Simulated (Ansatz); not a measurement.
**GeH8SSi2: one species, many methods**

An exercise on one series of results from a longer session: the logs are not shown, and one member is left open.

Method: functionals in def2-TZVPP, the program's frozen cores in correlated methods; program: Ansatz 0.2.0, Gaussian basis.

The runs, in order: PBE-D4, r2SCAN-D4, PBE0-D4, B3LYP-D4, ωB97X-V, ωB97M-V, B2PLYP; CCSD(T)/def2-TZVPP; MP2/def2-QZVPP; extrapolation to the limit.

### Structure used throughout

The geometry comes from an earlier relaxation with PBE0-D4 in a triple-zeta def2 set; it is a stationary point, not always the lowest conformer.

12 atoms, charge 0, spin multiplicity 1.

Atoms are counted from 1 here; the program's logs count them from 0.

Bond lengths: Si1–Si2 2.341 Å, Si1–H5 1.489 Å, Si1–H6 1.487 Å, Si1–H7 1.487 Å, Si2–S3 2.141 Å, Si2–H8 1.490 Å, Si2–H9 1.487 Å, S3–Ge4 2.226 Å, Ge4–H10 1.533 Å, Ge4–H11 1.536 Å, Ge4–H12 1.536 Å. Angles: Si2–Si1–H5 110.5°, Si2–Si1–H6 109.5°, Si2–Si1–H7 110.3°, H5–Si1–H6 109.1°, H5–Si1–H7 108.6°, H6–Si1–H7 108.9°, Si1–Si2–S3 111.8°, Si1–Si2–H8 110.4°, Si1–Si2–H9 110.1°, S3–Si2–H8 110.1°, S3–Si2–H9 105.7°, H8–Si2–H9 108.7°, Si2–S3–Ge4 99.3°, S3–Ge4–H10 105.3°, S3–Ge4–H11 109.4°, S3–Ge4–H12 110.3°, H10–Ge4–H11 111.2°, H10–Ge4–H12 110.7° and more.

The first run:

in.yaml

```yaml
crystal:
  periodic: [false, false, false]
  atoms:
    - {symbol: Si, position_ang: [-1.996065, 0.581769, 0.267481]}
    - {symbol: Si, position_ang: [-0.377798, -0.981419, 0.913568]}
    - {symbol: S, position_ang: [1.528125, -0.062228, 1.238655]}
    - {symbol: Ge, position_ang: [2.133346, 0.265195, -0.878544]}
    - {symbol: H, position_ang: [-3.311784, -0.084680, 0.062880]}
    - {symbol: H, position_ang: [-2.135164, 1.617514, 1.324872]}
    - {symbol: H, position_ang: [-1.597523, 1.242838, -1.003815]}
    - {symbol: H, position_ang: [-0.257993, -2.058079, -0.109756]}
    - {symbol: H, position_ang: [-0.753858, -1.597700, 2.213230]}
    - {symbol: H, position_ang: [3.544913, 0.858308, -0.808110]}
    - {symbol: H, position_ang: [2.133377, -1.079033, -1.621842]}
    - {symbol: H, position_ang: [1.167223, 1.242413, -1.564719]}
basis:
  gaussian: {orbitals: def2-TZVPP}
hamiltonian: {xc: pbe, dispersion: d4}
output: {forces: true, orbitals: {seedname: orbitals}}
```

Run with:

```console
ansatz run in.yaml --threads 4 --pin off --events-out ev --progress --plain --max-ram 10444MiB
```

Steps of the session up to this table: PBE-D4 (GGA); r2SCAN-D4 (meta-GGA); PBE0-D4 (hybrid); B3LYP-D4 (hybrid); ωB97X-V (range-separated); ωB97M-V (range-separated); B2PLYP (double hybrid); CCSD(T) in def2-TZVPP; MP2 in def2-QZVPP.

One table of the session follows, with a row left open; its other results are not shown here.

```
            method  atomisation energy (kcal/mol)
            PBE-D4                          802.8
         r2SCAN-D4                          814.3
           PBE0-D4                          802.8
          B3LYP-D4                          809.1
           ωB97X-V                          822.6
           ωB97M-V                          811.7
            B2PLYP                          796.9
     HF/def2-TZVPP                          608.9
    MP2/def2-TZVPP                              ?
   CCSD/def2-TZVPP                          787.2
CCSD(T)/def2-TZVPP                          795.9
           MP2/CBS                          807.0
       CCSD(T)/CBS                          816.0
```

Estimate the missing values for MP2/def2-TZVPP.

As computed: atomisation energy (kcal/mol): 786.9. In the column «atomisation energy (kcal/mol)» it lies between HF/def2-TZVPP (608.9) and CCSD/def2-TZVPP (787.2).

Caveats from the session: Free atoms (2 Si, 1 S, 1 Ge, 8 H) were run apart at each level; the atomisation energy is their sum less the molecule, without zero-point or spin-orbit terms.
